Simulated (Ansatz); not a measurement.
**C₂H₆SSi: small, medium and large basis sets**

One table from this session's results is given with a row withheld; the runs are named, their logs left out.

Computed with Ansatz 0.2.0, Gaussian basis. Level: one geometry, several basis sets.

Plan: PBE0-D4/def2-SVP; ωB97M-V/def2-SVP; PBE0-D4/def2-QZVPP; ωB97M-V/def2-QZVPP; CCSD(T)/cc-pV(D+d)Z; CCSD(T)/cc-pV(T+d)Z; CCSD(T)/cc-pV(Q+d)Z; the functionals' def2-TZVPP values are taken from earlier runs.

### The relaxed structure

All runs share one geometry, relaxed beforehand with PBE0-D4 in a triple-zeta def2 set.

10 atoms, charge 0, spin multiplicity 1.

Atoms are counted from 1 here; the program's logs count them from 0.

Bond lengths: C1–C2 1.525 Å, C1–H5 1.093 Å, C1–H6 1.093 Å, C1–H7 1.093 Å, C2–Si3 1.909 Å, C2–H8 1.098 Å, C2–H9 1.098 Å, Si3–S4 2.136 Å, S4–H10 1.348 Å. Angles: C2–C1–H5 111.8°, C2–C1–H6 111.4°, C2–C1–H7 111.4°, H5–C1–H6 107.4°, H5–C1–H7 107.5°, H6–C1–H7 107.0°, C1–C2–Si3 113.6°, C1–C2–H8 110.9°, C1–C2–H9 110.9°, Si3–C2–H8 107.5°, Si3–C2–H9 107.8°, H8–C2–H9 105.7°, C2–Si3–S4 99.6°, Si3–S4–H10 100.8°.

Set-up of the first run:

File in.yaml:

```yaml
crystal:
  periodic: [false, false, false]
  atoms:
    - {symbol: C, position_ang: [0.504179, 1.430569, 0.056699]}
    - {symbol: C, position_ang: [-0.155016, 0.059626, -0.045087]}
    - {symbol: Si, position_ang: [1.014937, -1.386412, 0.384528]}
    - {symbol: S, position_ang: [-0.317411, -3.027579, 0.079376]}
    - {symbol: H, position_ang: [-0.193374, 2.235483, -0.188755]}
    - {symbol: H, position_ang: [1.355681, 1.515884, -0.623593]}
    - {symbol: H, position_ang: [0.880626, 1.619150, 1.065611]}
    - {symbol: H, position_ang: [-1.022855, -0.008017, 0.624187]}
    - {symbol: H, position_ang: [-0.546071, -0.113304, -1.056134]}
    - {symbol: H, position_ang: [-1.437598, -2.376501, -0.293831]}
basis:
  gaussian: {orbitals: def2-SVP}
hamiltonian: {xc: pbe0, dispersion: d4}
output: {orbitals: {seedname: orbitals}}
```

Run with:

```console
$ ansatz run in.yaml --threads 2 --pin off --events-out ev --progress --plain --max-ram 32768MiB --backend cpu
```

Steps of the session up to this table: PBE0-D4 in def2-SVP; ωB97M-V in def2-SVP; PBE0-D4 in def2-QZVPP; ωB97M-V in def2-QZVPP.

One of the session's tables, all rows but one given; the rest of the session is left out.

```
functional       basis  HOMO (eV)  LUMO (eV)
   PBE0-D4    def2-SVP      -6.45      -2.07
   PBE0-D4  def2-TZVPP      -6.49      -2.14
   PBE0-D4  def2-QZVPP      -6.52      -2.18
   ωB97M-V    def2-SVP          ?          ?
   ωB97M-V  def2-TZVPP      -8.57      -0.19
   ωB97M-V  def2-QZVPP      -8.60      -0.27
```

Q: Estimate the row for ωB97M-V, def2-SVP from the others.

**Answer.** HOMO (eV): -8.50; LUMO (eV): -0.04. In the column «HOMO (eV)» it lies between ωB97M-V, def2-TZVPP (-8.57) and PBE0-D4, def2-QZVPP (-6.52).
